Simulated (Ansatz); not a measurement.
# Ti3S2 (R32): equation of state with a fit

Where is the equilibrium volume of Ti3S2 (R32), and how stiff is it? A script is to give an equation of state with a fit; the system is Ti3S2 (R32).

Computed with the Python package of Ansatz 0.2.0. Level of theory: DFT PBEsol, plane waves, PAW.

## 1. The structure

The structure is trigonal, space group R32 (No. 155). The conventional cell has a = 5.426 Å, b = 5.426 Å, c = 9.713 Å, α = 90.00°, β = 90.00°, γ = 120.00°. Ti (site symmetry 2) is surrounded by 4 S at 2.42 to 2.44 Å. S (site symmetry 3) has 6 Ti at 2.42 to 2.44 Å as nearest neighbours.

No structure file is read: the coordinates are typed or built in the script.

## 2. The script

run_eos.py

```python
import ansatz as az
import numpy as np

SIGMA = 0.05
CUTOFF = 500
KGRID = (6, 6, 6)

VECTORS = np.array([
    [2.71311, 1.56642, 3.23762],
    [-2.71311, 1.56642, 3.23762],
    [0.0, -3.13283, 3.23762],
])
SITES = [
    ("Ti", (0.33565, 0.66434, 0.0)),
    ("Ti", (0.66434, 0.0, 0.33565)),
    ("Ti", (0.0, 0.33565, 0.66434)),
    ("S", (0.83216, 0.83216, 0.83216)),
    ("S", (0.16784, 0.16784, 0.16784)),
]


def make_crystal(cell):
    crystal = az.Crystal(lattice=az.Lattice.of(cell))
    for symbol, position in SITES:
        crystal = crystal.atom(symbol, position)
    return crystal


def main() -> None:
    volumes, energies, pressures = [], [], []
    for scale in np.linspace(0.94, 1.06, 7):
        cell = VECTORS * scale ** (1 / 3)
        job = make_crystal(cell).calculation()
        job = job.functional(az.Functional.PBESOL)
        job = job.occupations(az.OccupationsMethod.COLD, width=SIGMA).basis(CUTOFF)
        job = job.kpoints(*KGRID)
        job = job.stress()
        summary = job.run().report
        volumes.append(abs(np.linalg.det(cell)) / len(SITES))
        energies.append(summary["free_energy_ev"] / len(SITES))
        pressures.append(np.trace(summary["stress_gpa"]) / 3)
        print(f"V = {volumes[-1]:8.4f} A^3/atom  F = {energies[-1]:.5f} eV/atom  P = {pressures[-1]:8.3f} GPa")

    x = np.array(volumes) ** (-2 / 3)
    poly = np.polynomial.Polynomial.fit(x, energies, 3).convert()
    roots = poly.deriv().roots()
    x0 = min((r.real for r in roots if abs(r.imag) < 1e-9 and poly.deriv(2)(r.real) > 0), key=lambda r: abs(r - x.mean()))
    v0 = x0 ** -1.5
    b0 = 4 / 9 * poly.deriv(2)(x0) * v0 ** (-7 / 3) * 160.21766
    b1 = 4 + 2 / 3 * x0 * poly.deriv(3)(x0) / poly.deriv(2)(x0)
    print(f"V0 = {v0:.4f} A^3/atom, B0 = {b0:.1f} GPa, dB/dP = {b1:.2f}")


if __name__ == "__main__":
    main()
```

## 3. The run

The run is started by

```
> python run_eos.py
```

**Question.** Where does the minimum lie against the volume typed, and how stiff is the crystal?

**Answer**, as computed:

```
                      quantity           value
                 runs compared               7
               range of energy  55.64 meV/atom
lowest point, volume (Å³/atom)          15.851
      equilibrium volume (fit)   15.95 Å³/atom
            bulk modulus (fit)         140 GPa
```

In words: A third-order Birch-Murnaghan fit through the 7 points has its minimum at 15.95 Å³ an atom, 3.4 % below the typed cell, with a bulk modulus of 140 GPa and dB/dP = 4.4. From that minimum the energy rises by 5.3 meV an atom on the compressed side and 55.9 meV on the expanded side. The window is off centre, so dB/dP is rough. Notes:
- Spin is left out of this run.
- Shape and fractional positions are held along the curve, so the bulk modulus is an upper value where they are free to relax.
- For a metal this k-point mesh is coarse: on a finer one energies can move by several to tens of meV an atom and pressures by half a GPa or more, differences at one mesh by less.
- Pressure is positive in compression.
- This cell is a computed structure, which may not be the phase found in nature.
